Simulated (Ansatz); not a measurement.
# AsBH5P: energy of protonation at one site from a Python script

The task is the energy of protonation at one site, for AsBH5P. SMILES: PB[AsH2].

Program: Ansatz 0.2.0, driven from Python. Level of theory: PBE0/def2-SVP. These are calculated values, not measurements.

### 1 Starting point

Bond lengths: P1–B2 1.929 Å, B2–As3 2.040 Å, P1–H4 1.453 Å, P1–H5 1.453 Å, B2–H6 1.181 Å, As3–H7 1.564 Å, As3–H8 1.564 Å. Angles: P1–B2–As3 120.2°, P1–B2–H6 120.0°, As3–B2–H6 119.8°, B2–P1–H4 93.6°, B2–P1–H5 93.9°, H4–P1–H5 94.9°, B2–As3–H7 92.8°, B2–As3–H8 91.8°, H7–As3–H8 93.2°.

No structure file is read: the coordinates are typed or built in the script.

### 2 Script

File pa_asbh5p.py:

```python
'''Proton affinity of AsBH5P at one site.'''

import warnings

import ansatz
from ase import Atoms
import numpy as np

warnings.simplefilter('ignore', ansatz.DeckWarning)

atoms = Atoms(['P', 'B', 'As', 'H', 'H', 'H', 'H', 'H'], positions=[
    (1.5519, 0.3838, -0.5112),
    (0.1159, -0.7584, 0.0849),
    (-1.7677, -0.5144, -0.6599),
    (1.042, 1.5478, 0.1926),
    (2.4504, -0.0233, 0.5553),
    (0.3261, -1.6022, 0.8841),
    (-1.4358, 0.8984, -1.2423),
    (-2.2828, 0.0683, 0.6965),
])
asbh5p = ansatz.Crystal.molecule_from_ase(atoms)

setup = asbh5p.calculation()
setup = setup.basis(gaussian='def2-SVP').functional('pbe0')
symbols = [site.symbol for site in asbh5p.cartesian_sites]
start = np.array([site.position_ang for site in asbh5p.cartesian_sites], dtype=float)
report = setup.relax(force_tolerance=0.01).run().report
end = np.array(report['positions_ang'])

# start the new hydrogen opposite the existing bonds
away = sum((end[0] - end[j]) / np.linalg.norm(end[0] - end[j]) for j in [1, 3, 4]) + np.array([0.15, 0.1, -0.2])
proton = end[0] + 1.4 * away / np.linalg.norm(away)
acid = ansatz.Crystal.molecule()
for symbol, place in zip(symbols, end):
    acid = acid.atom(symbol, place.tolist())
acid = acid.atom('H', proton.tolist())
protonated = acid.calculation()
protonated = protonated.basis(gaussian='def2-SVP').functional('pbe0')
protonated = protonated.charge(1).relax(force_tolerance=0.01, max_steps=80)
after = protonated.run().report
xyz = np.array(after['positions_ang'])
reach = np.linalg.norm(xyz[:-1] - xyz[-1], axis=1)
print(f'base {report["free_energy_ev"]:.5f} eV, protonated {after["free_energy_ev"]:.5f} eV')
print(f'the proton ends {reach.min():.3f} A from {symbols[reach.argmin()]}{reach.argmin()}')
print(f'electronic proton affinity {23.060548 * (report["free_energy_ev"] - after["free_energy_ev"]):.1f} kcal/mol')
```

### 3 Launch

Run with:

```sh
> python pa_asbh5p.py
```

Q: Predict the main results. Wanted: electronic proton affinity; moves of the relaxation of run 1; energy gained in run 1; last largest force component of run 1; moves of the relaxation of run 2; energy gained in run 2; last largest force component of run 2.

The runs gave:

```
                             quantity           value
           electronic proton affinity  202.7 kcal/mol
                        runs compared               2
     moves of the relaxation of run 1              10
               energy gained in run 1        0.271 eV
last largest force component of run 1     0.0038 eV/Å
     moves of the relaxation of run 2              12
               energy gained in run 2        0.396 eV
last largest force component of run 2     0.0046 eV/Å
```

In words: Run 1: The relaxation took 10 moves; the largest shift is 0.795 Å, of atom 4 (H). Run 2: The relaxation took 12 moves; the largest shift is 0.529 Å, of atom 9 (H). The proton is put on one chosen atom, which needn't be the most basic site, so the molecule's proton affinity can be higher; the ends are stationary points, not checked by frequencies, and zero-point and thermal terms count only where printed.
